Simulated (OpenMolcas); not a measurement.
# Hf²⁺ among point charges: CASSCF levels and susceptibility

Aim: the splitting of the states of Hf²⁺ in the field of 5 point charges, its lowest levels with spin-orbit coupling and its magnetic susceptibility.

The numbers are computed with OpenMolcas 26.06 (state-averaged CASSCF, spin-orbit coupling by RASSI with atomic mean-field integrals), except any that are marked as measured or tabulated.

1 further run of the same task is left out (it didn't finish).

## (1) The atom as given

* Species: Hf²⁺ (hafnium, Z = 72, 70 electrons)
* Basis: ANO-RCC-VDZP [7s6p4d2f1g], 68 functions
* Scalar Hamiltonian: DKH2, point nucleus
* Inactive shells: 1s 2s 2p 3s 3p 3d 4s 4p 4d 4f 5s 5p
* Active space: 2 electrons in 5 orbitals (5d)
* Some configurations of this space: 5d2
* Orbitals: optimised for each spin and parity, averaged over all roots

Outer shells as boxes (Hund's rule):

5d2
```
5d [↑ ][↑ ][  ][  ][  ]
```

The ion sits among 5 point charges of -2 e arranged as a trigonal bipyramid (D3h), 2.21 Å from the ion, with the axial distance 1.989 Å. The active orbitals were held to one l.

The work runs as a chain of OpenMolcas steps in one folder; each step below is one input file. Labels, J, g values, rates, χT and fits are worked out afterwards by a script from the matrices that RASSI stores.

## (2) GATEWAY and SEWARD: basis and integrals

Contents of a.inp:

```
&GATEWAY
Coord
1

Hf 0.0 0.0 0.0
Basis=ANO-RCC-VDZP
Group=NoSym
NoMove
AngMom=0.0 0.0 0.0
AMFI
XField
5 Angstrom 0
2.210000 0.000000 0.000000 -2.000000
-1.105000 1.913916 0.000000 -2.000000
-1.105000 -1.913916 0.000000 -2.000000
0.000000 0.000000 1.989000 -2.000000
0.000000 0.000000 -1.989000 -2.000000
&SEWARD
```

Run with:

```
OMP_NUM_THREADS=1 MOLCAS_MEM=1689 MOLCAS_PROJECT=a pymolcas a.inp > a.log
```

## (3) Reference wave functions, triplets, 10 roots

Contents of a.inp:

```
&RASSCF
FileOrb=start.orb
Symmetry=1
Spin=3
nActEl=2 0 0
Inactive=34
Ras2=5
CIRoot=10 10 1
SDav=10
CIMx=300
Iter=120 100
PrWF=0.3
OrbListing=Nothing
MaxOrb=0
SupSym
1
20 10 11 12 13 14 19 20 21 22 23 35 36 37 38 39 48 49 50 51 52
>>> COPY $Project.JobIph JOB001
```

start.orb holds the contracted functions of the basis, ordered by shell, or the orbitals of the step before.

## (4) CASSCF: singlets, 15 roots

Contents of a.inp:

```
&RASSCF
FileOrb=start.orb
Symmetry=1
Spin=1
nActEl=2 0 0
Inactive=34
Ras2=5
CIRoot=15 15 1
SDav=15
CIMx=300
Iter=120 100
PrWF=0.3
OrbListing=Nothing
MaxOrb=0
SupSym
1
20 10 11 12 13 14 19 20 21 22 23 35 36 37 38 39 48 49 50 51 52
>>> COPY $Project.JobIph JOB002
```

## (5) State interaction with spin-orbit coupling

Contents of a.inp:

```
&RASSI
NrOfJobIphs=2 10 15
1 2 3 4 5 6 7 8 9 10
1 2 3 4 5 6 7 8 9 10 11 12 13 14 15
IphNames
JOB001
JOB002
EJob
SpinOrbit
DIPRint=1.0
SOCoupling=1000.0
Subsets=2
Property=9
'ANGMOM' 1 'ANGMOM' 2 'ANGMOM' 3 'MLTPL  1' 1 'MLTPL  1' 2 'MLTPL  1' 3
'AMFI' 1 'AMFI' 2 'AMFI' 3
SOProperty=3
'ANGMOM' 1 'ANGMOM' 2 'ANGMOM' 3
```

Q: Predict the outcome of this session. Wanted: spin-free ground state; first state of the same spin within the active space; lowest level; next level.

As calculated:

```
                                            quantity                            value
                                              method                           CASSCF
                              spin-free ground state  3A2, 1-fold in its orbital part
first state of the same spin within the active space             triplet at 1610 cm⁻¹
                                        lowest level                        1-fold A1
                                          next level                       377.2 cm⁻¹
                                         χT at 300 K                   0.30 cm³ K/mol
                           effective moment at 300 K                          1.54 μB
```

The spin-free ground state (3A2) comes to 97 % from free-ion F terms and keeps the highest spin of the shell. χT at 300 K is 0.30, against 1.00 cm³ K/mol for the spin alone, so spin-orbit coupling lowers it. The field of point charges can differ much from that of real complexes. This is an electrostatic model: the charges have no orbitals.
